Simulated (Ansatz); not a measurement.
**CH2AlN (SMILES N#[C][AlH2]) at r2SCAN0/STO-3G**

Aim: the electronic atomisation energy of CH2AlN at r2SCAN0/STO-3G, from 5 runs. 

The results are computed with Ansatz 0.2.0.

72 further runs of the same task are left out: 3 that didn't finish, 69 set aside as unsound or not needed.

**1. The molecule**

CH2AlN has 5 atoms, charge 0, and is taken as a singlet. As SMILES, `N#[C][AlH2]`. The shape is that of a PBE0-D4/def2-TZVP optimisation.

Bond lengths: N1–C2 1.154 Å, C2–Al3 1.938 Å, Al3–H4 1.573 Å, Al3–H5 1.572 Å. Angles: N1–C2–Al3 180.0°, C2–Al3–H4 117.0°, C2–Al3–H5 117.0°, H4–Al3–H5 126.1°.

**2. The energy at r2SCAN0/STO-3G**

The input, molecule.yaml:

```yaml
crystal:
  periodic: [false, false, false]
  atoms:
    - symbol: "N"
      position_ang: [1.382300, -1.346000, 1.394200]
    - symbol: C
      position_ang: [0.714200, -0.698000, 0.711800]
    - symbol: Al
      position_ang: [-0.407200, 0.390000, -0.434600]
    - symbol: H
      position_ang: [-1.629700, -0.322900, -1.120200]
    - symbol: H
      position_ang: [-0.009700, 1.903200, -0.592600]
basis:
  gaussian:
    orbitals: STO-3G
accuracy: high
total_charge: 0
hamiltonian:
  xc: {name: r2SCAN0}
```

Launch:

```
ansatz run molecule.yaml --threads 1 --pin off --max-ram 2610MiB --events-out events.jsonl --progress --plain --runs-dir runs
```

Log:

```text
Warning: RAYON_NUM_THREADS=1 ignored (pool sized by the plan → 1); use --threads N
Functional definition: r2SCAN0
  name "r2SCAN0"
  parameter a = 0.25
  parameter k0 = 0.174
  parameter k1 = 0.065
  parameter a1 = 4.9479
  exchange = (1 - a)*r2scan_x(k0 = k0, k1 = k1, a1 = a1) + a*exact_x
  correlation = r2scan_c
374 factors; integrals over basis functions are off by at most 9.3e-9 eV
mean field evaluation 1: about -9038.9293 eV, gradient 3.0e1 eV
mean field evaluation 2: about -9033.5062 eV, gradient 5.6e1 eV
mean field evaluation 4: about -9041.5779 eV, gradient 2.8e-1 eV
mean field evaluation 8: about -9041.5102 eV, gradient 7.1e-3 eV
mean field evaluation 16: about -9041.5102 eV, gradient 3.8e-8 eV
mean field -9041.51024069 eV, -332.2693727895 hartree, gradient 3.8e-8 eV, S^2 0.000000; 0 other end points of the search recorded, 0 dependent functions left out
reference -9041.51024097 eV, -332.2693727999 hartree; 14, 14 occupied and 7, 7 virtual orbitals, 374 factors
Total energy: -9041.51024097 eV, -332.2693727999 hartree
```

Run time: 2.6 s. Hardware: 1 thread of Arm Neoverse V1, shared host; peak memory 0.14 GiB.

**3. The Al atom at the same level**

The input, molecule.yaml:

```yaml
crystal:
  periodic: [false, false, false]
  atoms:
    - {symbol: Al, position_ang: [0.000000, 0.000000, 0.000000]}
basis:
  gaussian: {orbitals: STO-3G}
magnetization: {spin_polarized: true, initial_magnetization: 1}
accuracy: high
hamiltonian: {xc: {name: r2SCAN0}}
```

Run the same way, it converges to -239.29241 Eh (log not shown).

**4. The C atom**

The input, run.yaml:

```yaml
crystal:
  periodic: [false, false, false]
  atoms:
    - symbol: C
      position_ang: [0.000000, 0.000000, 0.000000]
basis:
  gaussian:
    orbitals: STO-3G
magnetization:
  spin_polarized: true
  initial_magnetization: 2
hamiltonian:
  xc: {name: r2SCAN0}
accuracy: high
```

Run the same way, it converges to -37.33469 Eh (log not shown).

**5. The H atom at the same level**

The input, in.yaml:

```yaml
crystal:
  periodic: [false, false, false]
  atoms:
    - {symbol: H, position_ang: [0.000000, 0.000000, 0.000000]}
basis:
  gaussian:
    orbitals: STO-3G
magnetization:
  spin_polarized: true
  initial_magnetization: 1
hamiltonian:
  xc: {name: r2SCAN0}
accuracy: high
```

Run the same way, it converges to -0.46649 Eh (log not shown).

**6. The N atom at the same level**

The input, run.yaml:

```yaml
crystal:
  periodic: [false, false, false]
  atoms:
    - {symbol: N, position_ang: [0.000000, 0.000000, 0.000000]}
basis:
  gaussian:
    orbitals: STO-3G
magnetization:
  spin_polarized: true
  initial_magnetization: 3
hamiltonian:
  xc: {name: r2SCAN0}
accuracy: high
```

Run the same way, it converges to -53.88331 Eh (log not shown).

**7. Results**

Level: r2SCAN0/STO-3G.

| quantity | value |
| --- | --- |
| molecule: total energy | -332.26937 Eh |
| Al atom: total energy | -239.29241 Eh |
| Al atom: ⟨S²⟩ | 0.750 |
| C atom: total energy | -37.33469 Eh |
| C atom: ⟨S²⟩ | 2.000 |
| H atom: total energy | -0.46649 Eh |
| H atom: ⟨S²⟩ | 0.750 |
| N atom: total energy | -53.88331 Eh |
| N atom: ⟨S²⟩ | 3.750 |
| electronic atomisation energy | 22.476 eV |

Taking the molecule apart into free atoms costs 22.48 eV (518 kcal/mol), before zero-point energy and without spin-orbit coupling. In a minimal basis such a difference can be off by several eV, whatever the method.
